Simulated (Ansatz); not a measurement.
# Hf3Pb2: the cost of one run

Computed with Ansatz 0.2.0 (DFT r2SCAN, scalar-relativistic, plane waves, PAW, unless a step's input says otherwise).

1 further run of the same task is left out (set aside as unsound or not needed).

## (1) Starting point

Symmetry: P6_3/mmc, No. 194, hexagonal system. The conventional cell has a = 3.064 Å, b = 3.064 Å, c = 15.119 Å, α = 90.00°, β = 90.00°, γ = 120.00°. Ti (site symmetry 3m) has 3 C at 2.06 Å as nearest neighbours. Ti (site symmetry -3m) has 6 C at 2.19 Å as nearest neighbours. Around C (site symmetry 3m) lie 6 Ti at 2.06 to 2.19 Å.

Coordinates:

```cif
data_structure
_symmetry_space_group_name_H-M 'P 1'
_symmetry_Int_Tables_number 1
_cell_length_a 3.0640
_cell_length_b 3.0640
_cell_length_c 15.1185
_cell_angle_alpha 90.000
_cell_angle_beta 90.000
_cell_angle_gamma 120.000
_cell_volume 122.92
loop_
_atom_site_label
_atom_site_type_symbol
_atom_site_fract_x
_atom_site_fract_y
_atom_site_fract_z
_atom_site_occupancy
Ti1 Ti 0.33333 0.66667 0.84420 1
Ti2 Ti 0.66667 0.33333 0.34420 1
Ti3 Ti 0.66667 0.33333 0.15580 1
Ti4 Ti 0.33333 0.66667 0.65580 1
Ti5 Ti 0.00000 0.00000 0.00000 1
Ti6 Ti 0.00000 0.00000 0.50000 1
C1 C 0.66667 0.33333 0.91416 1
C2 C 0.33333 0.66667 0.41416 1
C3 C 0.66667 0.33333 0.58584 1
C4 C 0.33333 0.66667 0.08584 1
```

It goes back to an entry of the Materials Project, which need not be the stable form.

This cell was relaxed beforehand with the same method: volume 12.29 Å³/atom, gap on the mesh none (metal).

## (2) The substitution C → Pb, Ti → Hf

Hf3Pb2 starts from the relaxed positions of Ti3C2, with all lengths scaled by 1.191, a guess from tabulated radii.

## (3) Quick check of gap, pressure and forces (Hf3Pb2)

input.yaml reads:

```yaml
crystal:
  lattice:
    - [3.6497194629, 0.0, 0.0]
    - [-1.8248597315, 3.1607497716, 0.0]
    - [0.0, 0.0, 18.0083219288]
  atoms:
    - { symbol: Hf, position: [0.3333333333, 0.6666666667, 0.8441961076] }
    - { symbol: Hf, position: [0.6666666667, 0.3333333333, 0.3441961076] }
    - { symbol: Hf, position: [0.6666666667, 0.3333333333, 0.1558038924] }
    - { symbol: Hf, position: [0.3333333333, 0.6666666667, 0.6558038924] }
    - { symbol: Hf, position: [0.0, 0.0, 0.0] }
    - { symbol: Hf, position: [0.0, 0.0, 0.5] }
    - { symbol: Pb, position: [0.6666666667, 0.3333333333, 0.9141626302] }
    - { symbol: Pb, position: [0.3333333333, 0.6666666667, 0.4141626302] }
    - { symbol: Pb, position: [0.6666666667, 0.3333333333, 0.5858373698] }
    - { symbol: Pb, position: [0.3333333333, 0.6666666667, 0.0858373698] }
basis:
  ecutwfc: 500
kpoints:
  mp_grid: { grid: [6, 6, 1] }
hamiltonian:
  xc: r2scan
scf:
  occupations: { method: gaussian, width: 0.1 }
output:
  forces: true
  stress: true
  eigenvalues: true
```

On the command line:

```sh
$ ansatz run input.yaml --threads 2 --pin off --max-ram 5120MiB --backend cpu --events-out ev --progress --plain --runs-dir out
```

What time and memory should one allow on 2 threads of Oxide Virtual Turin-like (Zen 5), shared host?

About 12 s, with a peak of 1.1 GiB.
